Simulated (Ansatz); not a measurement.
**Na7W: what a guessed cell relaxes into**

Aim: relax a trial structure of Na7W and see where it ends.

Method: DFT PBE, scalar-relativistic, plane waves, PAW, in Ansatz 0.2.0.

## Step 1: Starting point

It takes space group Fm-3m (No. 225, cubic). Conventional cell: a = 8.458 Å, b = 8.458 Å, c = 8.458 Å, α = 90.00°, β = 90.00°, γ = 90.00°. Na (site symmetry m-3m) has 12 Na at 2.99 Å as nearest neighbours. Around Na (site symmetry mmm) lie 10 Na at 2.99 Å and 2 W at 2.99 Å. Around W (site symmetry m-3m) lie 12 Na at 2.99 Å.

As a file:

```xyz
8
Lattice="0.0000 4.2288 4.2288 4.2288 0.0000 4.2288 4.2288 4.2288 0.0000" Properties=species:S:1:pos:R:3 pbc="T T T"
Na    4.2288    4.2288    4.2288
Na    0.0000    2.1144    2.1144
Na    2.1144    4.2288    2.1144
Na    4.2288    2.1144    2.1144
Na    2.1144    0.0000    2.1144
Na    2.1144    2.1144    4.2288
Na    2.1144    2.1144    0.0000
W     0.0000    0.0000    0.0000
```

Recipe of the guess: species swapped into a database cell of CuPt7 (Fm-3m, No. 225), with W on the Cu sites and Na on the Pt sites. The dimensions are guesses.

## Step 2: Probe: one point on a coarse mesh

The input, input.yaml:

```yaml
crystal:
  lattice:
    - [0.0, 4.22881207, 4.22881207]
    - [4.22881207, 0.0, 4.22881207]
    - [4.22881207, 4.22881207, 0.0]
  atoms:
    - { symbol: Na, position: [0.5, 0.5, 0.5] }
    - { symbol: Na, position: [0.5, 0.0, 0.0] }
    - { symbol: Na, position: [0.5, 0.0, 0.5] }
    - { symbol: Na, position: [0.0, 0.5, 0.5] }
    - { symbol: Na, position: [0.0, 0.5, 0.0] }
    - { symbol: Na, position: [0.5, 0.5, 0.0] }
    - { symbol: Na, position: [0.0, 0.0, 0.5] }
    - { symbol: W, position: [0.0, 0.0, 0.0] }
basis:
  ecutwfc: 420
kpoints:
  mp_grid: { grid: [4, 4, 4] }
hamiltonian:
  xc: pbe
scf:
  occupations: { method: gaussian, width: 0.1 }
  lower_state_search: "off"
output:
  forces: true
  stress: true
  eigenvalues: true
```

Started as:

```console
$ ansatz run input.yaml --threads 1 --pin off --max-ram 2048MiB --backend cpu --events-out ev --progress --plain --runs-dir out
```

The session goes on with these runs: a loose first relaxation; final relaxation.

What does the calculation give? Wanted: conventional cell; volume; energy over the elements; gap on the mesh.

**Answer**, as computed:

| quantity | value |
| --- | --- |
| symmetry at the end (tolerance 0.05 Å) | space group Fm-3m (No. 225) |
| conventional cell | a = 9.714 Å, b = 9.714 Å, c = 9.714 Å, α = 90.00°, β = 90.00°, γ = 90.00° |
| volume | 28.65 Å³/atom |
| energy over the elements | +0.82 eV/atom |
| gap on the mesh | none (metal) |

**Reading.** The space group Fm-3m (No. 225) is kept, and the volume per atom grows by 51.5 % from the first guess. The formation energy is positive, so the separate elements lie lower. No finished test with a distortion of lower symmetry is shown, so the end may be a saddle point. Spin-orbit coupling is left out for W.
